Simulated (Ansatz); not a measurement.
# CH8BNSi: basis-set convergence

Aim: see how fast density functionals converge with the basis set for CH8BNSi.

Computed with Ansatz 0.2.0, Gaussian basis. Level: one geometry, several basis sets.

The runs, in order: PBE0-D4/def2-SVP; ωB97M-V/def2-SVP; PBE0-D4/def2-QZVPP; ωB97M-V/def2-QZVPP; the functionals' def2-TZVPP values are taken from earlier runs.

## 1. Structure used throughout

All runs share one geometry, relaxed beforehand with PBE0-D4 in a triple-zeta def2 set.

SMILES `CNB[SiH3]`, 12 atoms, charge 0, spin multiplicity 1.

Atoms are counted from 1 here; the program's logs count them from 0.

Bond lengths: C1–N2 1.447 Å, C1–H5 1.094 Å, C1–H6 1.089 Å, C1–H7 1.094 Å, N2–B3 1.384 Å, N2–H8 1.009 Å, B3–Si4 2.014 Å, B3–H9 1.201 Å, Si4–H10 1.492 Å, Si4–H11 1.492 Å, Si4–H12 1.495 Å. Angles: N2–C1–H5 111.3°, N2–C1–H6 109.0°, N2–C1–H7 111.3°, H5–C1–H6 108.5°, H5–C1–H7 108.1°, H6–C1–H7 108.5°, C1–N2–B3 127.0°, C1–N2–H8 113.5°, B3–N2–H8 119.5°, N2–B3–Si4 120.4°, N2–B3–H9 117.4°, Si4–B3–H9 122.1°, B3–Si4–H10 111.7°, B3–Si4–H11 111.7°, B3–Si4–H12 111.8°, H10–Si4–H11 106.9°, H10–Si4–H12 107.3°, H11–Si4–H12 107.2°.

## 2. PBE0-D4 in def2-SVP

The input, in.yaml:

```yaml
crystal:
  periodic: [false, false, false]
  atoms:
    - {symbol: C, position_ang: [-0.536749, 2.038206, 0.289886]}
    - {symbol: N, position_ang: [-0.440096, 0.595162, 0.262751]}
    - {symbol: B, position_ang: [0.554774, -0.161793, -0.330249]}
    - {symbol: Si, position_ang: [0.493299, -2.173275, -0.246810]}
    - {symbol: H, position_ang: [-1.456057, 2.384455, -0.191785]}
    - {symbol: H, position_ang: [0.313745, 2.460033, -0.244291]}
    - {symbol: H, position_ang: [-0.526134, 2.418449, 1.315737]}
    - {symbol: H, position_ang: [-1.199887, 0.131883, 0.739297]}
    - {symbol: H, position_ang: [1.440775, 0.427741, -0.887044]}
    - {symbol: H, position_ang: [0.447215, -2.781084, -1.608214]}
    - {symbol: H, position_ang: [1.694597, -2.733916, 0.436981]}
    - {symbol: H, position_ang: [-0.708482, -2.660959, 0.497540]}
basis:
  gaussian: {orbitals: def2-SVP}
hamiltonian: {xc: pbe0, dispersion: d4}
output: {orbitals: {seedname: orbitals}}
```

The run is started by

```bash
> ansatz run in.yaml --threads 2 --pin off --events-out ev --progress --plain --max-ram 4352MiB
```

The runs that follow: ωB97M-V in def2-SVP; PBE0-D4 in def2-QZVPP; ωB97M-V in def2-QZVPP.

Q: Predict the results of all the runs planned. Wanted: PBE0-D4: double and triple zeta above quadruple; ωB97M-V: double and triple zeta above quadruple.

**Answer**, as computed:

| quantity | value |
| --- | --- |
| PBE0-D4: double and triple zeta above quadruple | 6.85, 0.46 eV |
| ωB97M-V: double and triple zeta above quadruple | 7.07, 0.44 eV |

What this shows: For PBE0-D4 the step from double to triple zeta gains 6.39 eV and the next only 0.46 eV. Total energies overstate the basis error of differences, where much of it tends to cancel.
